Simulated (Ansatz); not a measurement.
# GeNH4 (quartet): from Hartree-Fock to the top rungs at distance Ge1–H5 along a hydrogen transfer = 2.125 Å, cc-pVDZ

One table from this session's results is given with a row withheld; the runs are named, their logs left out.

The runs use Ansatz 0.2.0, Gaussian basis; cc-pVDZ, core rule «outside noble gas», up to 15 orbitals frozen.

To be run: UHF; CCSD(T) on ROHF; CCSD(T) on UHF; BCCD(T) on ROHF; CISD; CCSDT(Q) on ROHF; CCSDT(Q) on UHF; CASSCF and MRCISD+Q, 5 electrons in 5 orbitals; CASSCF and NEVPT2, 5 electrons in 5 orbitals.

10 further runs of the same task are left out: 1 for a mislabelled method, 7 that didn't finish, 2 set aside as unsound or not needed.

### What is computed

The geometry derives from fragments relaxed apart (PBE0/def2-TZVP) and kept rigid, so it is no stationary point. A hydrogen atom is moved between rigid fragments. No spin-orbit coupling is included. The filled d shell of Ge may be among the frozen orbitals whatever the setting's name suggests; the logs give the count.

6 atoms, charge 0, spin multiplicity 4.

Atoms are counted from 1 here; the program's logs count them from 0.

Bond lengths: Ge1–H2 1.534 Å, Ge1–H3 1.534 Å, Ge1–H4 1.534 Å, H5–N6 1.138 Å. Angles: H2–Ge1–H3 109.5°, H2–Ge1–H4 109.5°, H3–Ge1–H4 109.5°.

Set-up of the first run:

Input file in.yaml:

```yaml
crystal:
  periodic: [false, false, false]
  atoms:
    - {symbol: Ge, position_ang: [-0.510587, 0.000000, 0.000000]}
    - {symbol: H, position_ang: [-1.022037, 1.446599, 0.000000]}
    - {symbol: H, position_ang: [-1.022036, -0.723300, 1.252792]}
    - {symbol: H, position_ang: [-1.022037, -0.723299, -1.252792]}
    - {symbol: H, position_ang: [1.614413, 0.000000, 0.000000]}
    - {symbol: N, position_ang: [2.752413, 0.000000, 0.000000]}
basis:
  gaussian: {orbitals: cc-pVDZ}
magnetization: {spin_polarized: true, initial_magnetization: 3}
hamiltonian: {xc: hf}
output: {orbitals: {seedname: orbitals}}
```

The run is started by

```
$ ansatz run in.yaml --threads 1 --pin off --events-out ev --progress --plain --max-ram 2393MiB
```

Among the steps run: UHF; CCSD(T) on ROHF; CCSD(T) on UHF; BCCD(T) on ROHF; CISD; CCSDT(Q) on ROHF; CCSDT(Q) on UHF; CASSCF and MRCISD+Q, 5 electrons in 5 orbitals; CASSCF and NEVPT2, 5 electrons in 5 orbitals.

One of the session's tables, all rows but one given; the rest of the session is left out.

| method | from UCCSDT(Q) (kcal/mol) |
| --- | --- |
| ROHF | +166.25 |
| UHF | +158.66 |
| RMP2 | +32.58 |
| UMP2 | +32.55 |
| CISD | +16.53 |
| RCCSD | +3.80 |
| UCCSD | +3.60 |
| RCCSD(T) | +0.87 |
| UCCSD(T) | +0.77 |
| BCCD(T) | +0.86 |
| RCCSDT | +0.25 |
| UCCSDT | +0.13 |
| RCCSDT(Q) | +0.11 |
| UCCSDT(Q) | 0 |
| CASSCF pair | +148.31 |
| NEVPT2 pair | ? |

Estimate the missing values for NEVPT2 pair.

As computed: from UCCSDT(Q) (kcal/mol): +30.53. In the column «from UCCSDT(Q) (kcal/mol)» it lies between CISD (+16.53) and UMP2 (+32.55).

Not comparable, so not listed: CASSCF and MRCISD+Q, 5 electrons in 5 orbitals (they don't share determinant, frozen orbitals or solution with the rows shown, or repeat one).

Limits of these values: Restricted and unrestricted rows rest on different reference determinants; where their highest levels disagree by more than a few hundredths of an eV, they describe different states and don't form one ladder. Warnings in the runs' records: passed over end.
